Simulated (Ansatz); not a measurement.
Wanted: the native input for an Ansatz 0.2.0 run.

* Task: band structure
* Functional: r2SCAN
* Potentials or basis: Ansatz PAW
* Cutoff: 500 eV (not typed: the program's choice for these potentials)
* k mesh: 10 × 10 × 3
* Occupations: fermi-dirac, width 0.05 eV
* Spin: no spin polarisation
* Hubbard terms: Sc d U = 3 eV, Ta d U = 3 eV
* Path: [["G", "M", "K", "G", "A", "L", "H", "A"], ["L", "M"], ["K", "H"]]
* Points for each segment of the path: 14
* Hubbard projectors: ortho-atomic (the default)
* Double counting: fll (the default)

Crystal: ScTaN.

```
Ta Sc N
1.0
     3.08507    0.00000    0.00000
    -1.54253    2.67175    0.00000
     0.00000    0.00000   10.34014
Ta Sc N
2 2 2
Cartesian
  0.0000 1.7812 2.5399
  1.5425 0.8906 7.8003
  0.0000 0.0000 0.0000
  0.0000 0.0000 5.1701
  0.0000 1.7812 6.5126
  1.5425 0.8906 3.8275
```

The cell comes from a database or a generator and needn't be the stable form of this composition.

These files were run (other wordings do the same):

input.yaml

```yaml
crystal:
  lattice:
    - [3.0850655424, 0.0, 0.0]
    - [-1.5425327712, 2.6717451321, 0.0]
    - [0.0, 0.0, 10.340136]
  atoms:
    - { symbol: Ta, position: [0.3333333333, 0.6666666667, 0.245631] }
    - { symbol: Ta, position: [0.6666666667, 0.3333333333, 0.754369] }
    - { symbol: Sc, position: [0.0, 0.0, 0.0] }
    - { symbol: Sc, position: [0.0, 0.0, 0.5] }
    - { symbol: "N", position: [0.3333333333, 0.6666666667, 0.629841] }
    - { symbol: "N", position: [0.6666666667, 0.3333333333, 0.370159] }
hamiltonian:
  xc: r2scan
  pseudopotentials: { kind: paw }
  hubbard:
    sites:
      - { species: Sc, l: d, u_eff: 3.0 }
      - { species: Ta, l: d, u_eff: 3.0 }
kpoints:
  mp_grid: { grid: [10, 10, 3] }
  band_path:
    path:
      - [[0.0, 0.0, 0.0], [0.5, 0.0, 0.0], [0.3333333333, 0.3333333333, 0.0], [0.0, 0.0, 0.0], [0.0, 0.0, 0.5], [0.5, 0.0, 0.5], [0.3333333333, 0.3333333333, 0.5], [0.0, 0.0, 0.5]]
      - [[0.5, 0.0, 0.5], [0.5, 0.0, 0.0]]
      - [[0.3333333333, 0.3333333333, 0.0], [0.3333333333, 0.3333333333, 0.5]]
    npoints: 14
scf:
  occupations: { method: fermi_dirac, width: 0.05 }
  n_extra_bands: 15
output:
  forces: true
  stress: true
  eigenvalues: true
  fatbands: false
```

Potentials or basis: Ansatz PAW.

The run is started by

```sh
$ ansatz run input.yaml --threads 2 --pin off --max-ram 5632MiB --backend cpu --events-out ev --progress --plain --runs-dir out
```

Results of the run:

```
Pressure               : 2.4 GPa
Largest force          : 0.341 eV/Å
Band gap on the k mesh : none (metal or under the smearing width)
```

Caveat: spin-orbit coupling is left out, which moves the levels of the heavy elements; U without spin polarisation on a metal has little footing; the PAW data sets come from PBE, with cores solved anew for the run's functional, which leaves a small shift of forces and pressure.

Wall time 22 s on 2 threads of Intel(R) Xeon(R) Platinum 8259CL CPU @ 2.50GHz (Skylake/Cascade Lake) (shared host), peak memory 1 GiB.
